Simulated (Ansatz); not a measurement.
**C5H21N3Si3: the relaxed shape and its frontier levels**

Aim: characterise C5H21N3Si3 as a singlet: its structure, frontier levels and distribution of charge.

Computed with Ansatz 0.2.0, Gaussian basis. Level: RKS PBE0-D4/def2-TZVP.

Levels to be run: relaxation at PBE-D4/def2-SVP; a single point at PBE0-D4/def2-TZVP.

3 further runs of the same task are left out: 3 that didn't finish.

## 1. The starting structure

SMILES `C[SiH2]N(C)[SiH2]N(C)[SiH2]N(C)C`, 32 atoms, charge 0, spin multiplicity 1.

Atoms are counted from 1 here; the program's logs count them from 0.

Bond lengths: C1–Si2 1.897 Å, C1–H12 1.086 Å, C1–H13 1.086 Å, C1–H14 1.085 Å, Si2–N3 1.732 Å, Si2–H15 1.465 Å, Si2–H16 1.475 Å, N3–C4 1.452 Å, N3–Si5 1.737 Å, C4–H17 1.094 Å, C4–H18 1.089 Å, C4–H19 1.089 Å, Si5–N6 1.729 Å, Si5–H20 1.463 Å, Si5–H21 1.463 Å, N6–C7 1.454 Å, N6–Si8 1.733 Å, C7–H22 1.094 Å and more. Angles: Si2–C1–H12 112.1°, Si2–C1–H13 111.9°, Si2–C1–H14 109.9°, H12–C1–H13 107.9°, H12–C1–H14 107.4°, H13–C1–H14 107.4°, C1–Si2–N3 110.4°, C1–Si2–H15 109.9°, C1–Si2–H16 108.3°, N3–Si2–H15 106.8°, N3–Si2–H16 111.4°, H15–Si2–H16 110.1°, Si2–N3–C4 119.6°, Si2–N3–Si5 123.0°, C4–N3–Si5 115.5°, N3–C4–H17 111.5°, N3–C4–H18 110.6°, N3–C4–H19 109.7° and more.

Geometry (Å):

```mol
C5H21N3Si3
  3D, bonds by distance, orders not assigned

 32 31  0  0  0  0  0  0  0  0999 V2000
    4.3662   -1.6037   -1.2576 C   0  0
    3.7247   -0.5570    0.1891 Si  0  0
    2.1344    0.0374   -0.1540 N   0  0
    1.7311    0.2548   -1.5320 C   0  0
    1.1231    0.7804    1.0474 Si  0  0
   -0.4632    0.1156    0.8753 N   0  0
   -0.5636   -1.3182    0.6579 C   0  0
   -1.8905    0.9052    1.4616 Si  0  0
   -3.1439    0.5635    0.3322 N   0  0
   -4.5298    0.7049    0.6976 C   0  0
   -2.9325    0.7205   -1.0871 C   0  0
    3.6816   -2.4062   -1.5165 H   0  0
    4.5309   -1.0054   -2.1485 H   0  0
    5.3148   -2.0589   -0.9915 H   0  0
    3.6162   -1.3842    1.3933 H   0  0
    4.6740    0.5489    0.4183 H   0  0
    2.1480    1.1846   -1.9305 H   0  0
    2.0638   -0.5681   -2.1631 H   0  0
    0.6455    0.3189   -1.5916 H   0  0
    1.0112    2.2190    0.8049 H   0  0
    1.7339    0.4894    2.3446 H   0  0
   -0.5300   -1.8691    1.6021 H   0  0
   -1.5026   -1.5536    0.1590 H   0  0
    0.2651   -1.6555    0.0379 H   0  0
   -2.3586    0.3355    2.7304 H   0  0
   -1.5220    2.3159    1.6213 H   0  0
   -4.9076    1.7138    0.4881 H   0  0
   -5.1389   -0.0092    0.1354 H   0  0
   -4.6480    0.5085    1.7596 H   0  0
   -3.2707    1.7022   -1.4419 H   0  0
   -1.8734    0.6180   -1.3081 H   0  0
   -3.4893   -0.0479   -1.6339 H   0  0
  1  2  8  0
  1 12  8  0
  1 13  8  0
  1 14  8  0
  2  3  8  0
  2 15  8  0
  2 16  8  0
  3  4  8  0
  3  5  8  0
  4 17  8  0
  4 18  8  0
  4 19  8  0
  5  6  8  0
  5 20  8  0
  5 21  8  0
  6  7  8  0
  6  8  8  0
  7 22  8  0
  7 23  8  0
  7 24  8  0
  8  9  8  0
  8 25  8  0
  8 26  8  0
  9 10  8  0
  9 11  8  0
 10 27  8  0
 10 28  8  0
 10 29  8  0
 11 30  8  0
 11 31  8  0
 11 32  8  0
M  END
```

The start is a GFN2-xTB geometry.

## 2. Relaxation at PBE-D4/def2-SVP

Input file in.yaml:

```yaml
crystal:
  periodic: [false, false, false]
  atoms:
    - {symbol: C, position_ang: [4.366160, -1.603700, -1.257570]}
    - {symbol: Si, position_ang: [3.724670, -0.556970, 0.189140]}
    - {symbol: N, position_ang: [2.134360, 0.037350, -0.154040]}
    - {symbol: C, position_ang: [1.731150, 0.254840, -1.531990]}
    - {symbol: Si, position_ang: [1.123140, 0.780400, 1.047430]}
    - {symbol: N, position_ang: [-0.463220, 0.115620, 0.875340]}
    - {symbol: C, position_ang: [-0.563590, -1.318240, 0.657910]}
    - {symbol: Si, position_ang: [-1.890510, 0.905210, 1.461650]}
    - {symbol: N, position_ang: [-3.143950, 0.563540, 0.332230]}
    - {symbol: C, position_ang: [-4.529770, 0.704930, 0.697550]}
    - {symbol: C, position_ang: [-2.932500, 0.720520, -1.087110]}
    - {symbol: H, position_ang: [3.681620, -2.406160, -1.516510]}
    - {symbol: H, position_ang: [4.530950, -1.005450, -2.148540]}
    - {symbol: H, position_ang: [5.314800, -2.058920, -0.991450]}
    - {symbol: H, position_ang: [3.616150, -1.384190, 1.393270]}
    - {symbol: H, position_ang: [4.673960, 0.548870, 0.418310]}
    - {symbol: H, position_ang: [2.148010, 1.184640, -1.930460]}
    - {symbol: H, position_ang: [2.063760, -0.568110, -2.163050]}
    - {symbol: H, position_ang: [0.645500, 0.318860, -1.591630]}
    - {symbol: H, position_ang: [1.011230, 2.219030, 0.804890]}
    - {symbol: H, position_ang: [1.733910, 0.489440, 2.344560]}
    - {symbol: H, position_ang: [-0.529980, -1.869130, 1.602140]}
    - {symbol: H, position_ang: [-1.502600, -1.553620, 0.159030]}
    - {symbol: H, position_ang: [0.265050, -1.655470, 0.037890]}
    - {symbol: H, position_ang: [-2.358550, 0.335470, 2.730440]}
    - {symbol: H, position_ang: [-1.521970, 2.315860, 1.621290]}
    - {symbol: H, position_ang: [-4.907570, 1.713760, 0.488140]}
    - {symbol: H, position_ang: [-5.138860, -0.009210, 0.135380]}
    - {symbol: H, position_ang: [-4.647970, 0.508480, 1.759570]}
    - {symbol: H, position_ang: [-3.270700, 1.702230, -1.441880]}
    - {symbol: H, position_ang: [-1.873360, 0.618030, -1.308060]}
    - {symbol: H, position_ang: [-3.489330, -0.047930, -1.633890]}
basis:
  gaussian: {orbitals: def2-SVP}
hamiltonian: {xc: pbe, dispersion: d4}
scf: {lower_state_search: "off"}
output: {orbitals: {seedname: orbitals}}
relax: {f_tol: 0.03, max_steps: 70}
```

Run with:

```bash
> ansatz run in.yaml --threads 4 --pin off --events-out ev --progress --plain --max-ram 6963MiB
```

Further steps of the session: Single point, PBE0-D4/def2-TZVP.

Q: Predict the results of all the runs planned. Wanted: point group; commonest bond, hydrogen aside; HOMO, LUMO at PBE0-D4/def2-TZVP; dipole at PBE-D4/def2-SVP.

As calculated:

| quantity | value |
| --- | --- |
| point group | C1 |
| commonest bond, hydrogen aside | N–Si, 5 of mean length 1.757 Å |
| HOMO, LUMO at PBE0-D4/def2-TZVP | -6.33, 0.45 eV |
| dipole at PBE-D4/def2-SVP | 2.11 D |

The molecule keeps its bonding pattern by the stored test; the atoms moved 0.83 Å (rms). No usable vibrations, so a minimum isn't proven. The point group is read from a loosely relaxed geometry; soft torsions can leave it below the true symmetry.
